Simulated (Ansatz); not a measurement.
# CH₁₂BNSi₃: basis-set convergence

One table from this session's results is given with a row withheld; the runs are named, their logs left out.

Program: Ansatz 0.2.0, Gaussian basis. Level of theory: one geometry, several basis sets. These are calculated values, not measurements.

The runs, in order: PBE0-D4/def2-SVP; ωB97M-V/def2-SVP; PBE0-D4/def2-QZVPP; ωB97M-V/def2-QZVPP; the functionals' def2-TZVPP values are taken from earlier runs.

1 further run of the same task is left out (it didn't finish). Runs told in other sessions of the task aren't counted.

## The geometry

All runs share one geometry, relaxed beforehand with PBE0-D4 in a triple-zeta def2 set.

18 atoms, charge 0, spin multiplicity 1.

Atoms are counted from 1 here; the program's logs count them from 0.

Bond lengths: B1–N2 1.407 Å, B1–H7 1.199 Å, B1–H8 1.203 Å, N2–Si3 1.762 Å, N2–Si5 1.755 Å, Si3–C4 1.860 Å, Si3–H9 1.484 Å, Si3–H10 1.490 Å, C4–H11 1.093 Å, C4–H12 1.093 Å, C4–H13 1.093 Å, Si5–Si6 2.345 Å, Si5–H14 1.489 Å, Si5–H15 1.485 Å, Si6–H16 1.489 Å, Si6–H17 1.488 Å, Si6–H18 1.489 Å. Angles: N2–B1–H7 120.6°, N2–B1–H8 119.1°, H7–B1–H8 120.3°, B1–N2–Si3 117.8°, B1–N2–Si5 122.1°, Si3–N2–Si5 120.1°, N2–Si3–C4 111.2°, N2–Si3–H9 108.9°, N2–Si3–H10 106.4°, C4–Si3–H9 110.9°, C4–Si3–H10 110.2°, H9–Si3–H10 109.0°, Si3–C4–H11 110.5°, Si3–C4–H12 110.6°, Si3–C4–H13 111.0°, H11–C4–H12 108.2°, H11–C4–H13 108.3°, H12–C4–H13 108.1° and more.

The first run:

The input, in.yaml:

```yaml
crystal:
  periodic: [false, false, false]
  atoms:
    - {symbol: B, position_ang: [-1.034661, 0.876128, 1.833119]}
    - {symbol: N, position_ang: [0.017607, 0.413941, 1.020760]}
    - {symbol: Si, position_ang: [0.236284, -1.327873, 0.873056]}
    - {symbol: C, position_ang: [-1.105340, -2.088846, -0.167008]}
    - {symbol: Si, position_ang: [1.050626, 1.511024, 0.120580]}
    - {symbol: Si, position_ang: [0.780558, 1.189383, -2.186784]}
    - {symbol: H, position_ang: [-1.247729, 2.050198, 1.947542]}
    - {symbol: H, position_ang: [-1.721830, 0.075915, 2.411254]}
    - {symbol: H, position_ang: [0.259001, -1.927117, 2.230829]}
    - {symbol: H, position_ang: [1.564614, -1.532076, 0.230399]}
    - {symbol: H, position_ang: [-2.085348, -1.913269, 0.282872]}
    - {symbol: H, position_ang: [-0.958336, -3.168516, -0.254439]}
    - {symbol: H, position_ang: [-1.108119, -1.663622, -1.173532]}
    - {symbol: H, position_ang: [2.474317, 1.266458, 0.482093]}
    - {symbol: H, position_ang: [0.689848, 2.903189, 0.490264]}
    - {symbol: H, position_ang: [-0.617813, 1.505702, -2.587568]}
    - {symbol: H, position_ang: [1.710088, 2.067508, -2.948194]}
    - {symbol: H, position_ang: [1.058632, -0.226928, -2.553643]}
basis:
  gaussian: {orbitals: def2-SVP}
hamiltonian: {xc: pbe0, dispersion: d4}
output: {orbitals: {seedname: orbitals}}
```

The run is started by

```bash
> ansatz run in.yaml --threads 4 --pin off --events-out ev --progress --plain --max-ram 11315MiB
```

Among the steps run: PBE0-D4 in def2-SVP; ωB97M-V in def2-SVP; PBE0-D4 in def2-QZVPP; ωB97M-V in def2-QZVPP.

One of the session's tables, all rows but one given; the rest of the session is left out.

It belongs to the step «Functionals by basis». 

| functional | basis | HOMO (eV) |
| --- | --- | --- |
| PBE0-D4 | def2-SVP | ? |
| PBE0-D4 | def2-TZVPP | -7.79 |
| PBE0-D4 | def2-QZVPP | -7.79 |
| ωB97M-V | def2-SVP | -9.83 |
| ωB97M-V | def2-TZVPP | -9.87 |
| ωB97M-V | def2-QZVPP | -9.87 |

Q: Estimate the row for PBE0-D4, def2-SVP from the others.

**Answer.** HOMO (eV): -7.78. In the column «HOMO (eV)» it is the highest.
